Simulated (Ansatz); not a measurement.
Tl2CuO4:

```
Tl Cu O
1.0
    -1.96691    1.96691    5.93389
     1.96691   -1.96691    5.93389
     1.96691    1.96691   -5.93389
Tl Cu O
2 1 4
Cartesian
  0.0000 0.0000 4.1464
  0.0000 0.0000 7.7214
  0.0000 0.0000 0.0000
  1.9669 0.0000 0.0000
  0.0000 1.9669 0.0000
  1.9669 0.0000 2.9669
  0.0000 1.9669 2.9669
```

The cell comes from a database or a generator and needn't be the stable form of this composition.

```yaml
Program: Ansatz 0.2.0
Task: single point
Functional: PBE
Potentials_or_basis: Ansatz PAW
Cutoff: "420 eV (not typed: the program's choice for these potentials)"
k_mesh: 10 × 10 × 10
Occupations: fermi-dirac, width 0.05 eV
Spin: no spin polarisation
```

On this cell: pressure -0.2 GPa; largest force 0.098 eV/Å; band gap on the k mesh none (metal or under the smearing width).

The same run follows on a disturbed copy (atoms moved at random, drawn with an rms of 0.05 Å):

```xyz
7
Lattice="-1.9669 1.9669 5.9339 1.9669 -1.9669 5.9339 1.9669 1.9669 -5.9339" Properties=species:S:1:pos:R:3 pbc="T T T"
Tl    0.0015    0.0293    4.1562
Tl    0.0084    0.0156    7.7316
Cu    0.0334    0.0461   -0.0254
O     1.9286   -0.0986    0.0150
O    -0.0019    1.9561    0.0137
O     1.9408   -0.0171    2.9559
O    -0.0643    1.9336    2.9458
```

Question: What changes?

Answer: The energy (extrapolated to zero smearing) moves by +11.9 meV/atom; pressure 0.5 GPa; largest force 1.018 eV/Å; band gap on the k mesh none (metal or under the smearing width).

Forces on the atoms (eV/Å):
```
Tl  -0.100 -0.167 -0.234
Tl  -0.391 -0.051 -0.083
Cu  -0.728 -0.706  0.089
O    0.753  0.070 -0.112
O   -0.012  0.313 -0.112
O   -0.062  0.163  0.213
O    0.539  0.377  0.238
```

Stress tensor (GPa, compression positive):
```
 0.14 -0.07  0.52
-0.07  0.28 -0.18
 0.52 -0.18  1.01
```

Caveats: an odd number of electrons without spin polarisation forces a metal; a magnetic or distorted state may lie lower; the run has no spin polarisation, though such a crystal can be magnetic; semilocal functionals often make such compounds metallic where correlation or magnetic order opens a gap, which also shifts bond lengths.
